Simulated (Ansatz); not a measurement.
**CuF+ (quartet): wave-function methods side by side, def2-QZVPP**

An exercise on one series of results from a longer session: the logs are not shown, and one member is left open.

Method: def2-QZVPP, core rule «outside noble gas», up to 10 orbitals frozen; program: Ansatz 0.2.0, Gaussian basis.

Plan: UHF; ROHF; CCSD(T) on UHF.

### What is computed

The geometry is a PBE0/def2-TZVP stationary point (not a proven minimum) of the parent state, kept for this charge and spin.

2 atoms, charge 1, spin multiplicity 4.

Atoms are counted from 1 here; the program's logs count them from 0.

Bond lengths: Cu1–F2 1.691 Å.

The first run:

Input file in.yaml:

```yaml
crystal:
  periodic: [false, false, false]
  atoms:
    - {symbol: Cu, position_ang: [0.000000, 0.000000, 0.000000]}
    - {symbol: F, position_ang: [0.000000, 0.000000, 1.690800]}
basis:
  gaussian: {orbitals: "def2-QZVPP.json"}
total_charge: 1
magnetization: {spin_polarized: true, initial_magnetization: 3}
hamiltonian: {xc: hf}
output: {orbitals: {seedname: orbitals}}
```

Launch:

```
> ansatz run in.yaml --threads 1 --pin off --events-out ev --progress --plain --max-ram 2816MiB --backend cpu
```

Among the steps run: UHF; ROHF; CCSD(T) on UHF.

One of the session's tables, all rows but one given; the rest of the session is left out.

```
  method  from UCCSD(T) (meV)
    ROHF             +17022.4
     UHF                    ?
    UMP2               +223.5
   UCCSD               +524.2
UCCSD(T)                    0
```

**Question.** Estimate the row for UHF.

The run gave: from UCCSD(T) (meV): +16778.8. In the column «from UCCSD(T) (meV)» it lies between UCCSD (+524.2) and ROHF (+17022.4).
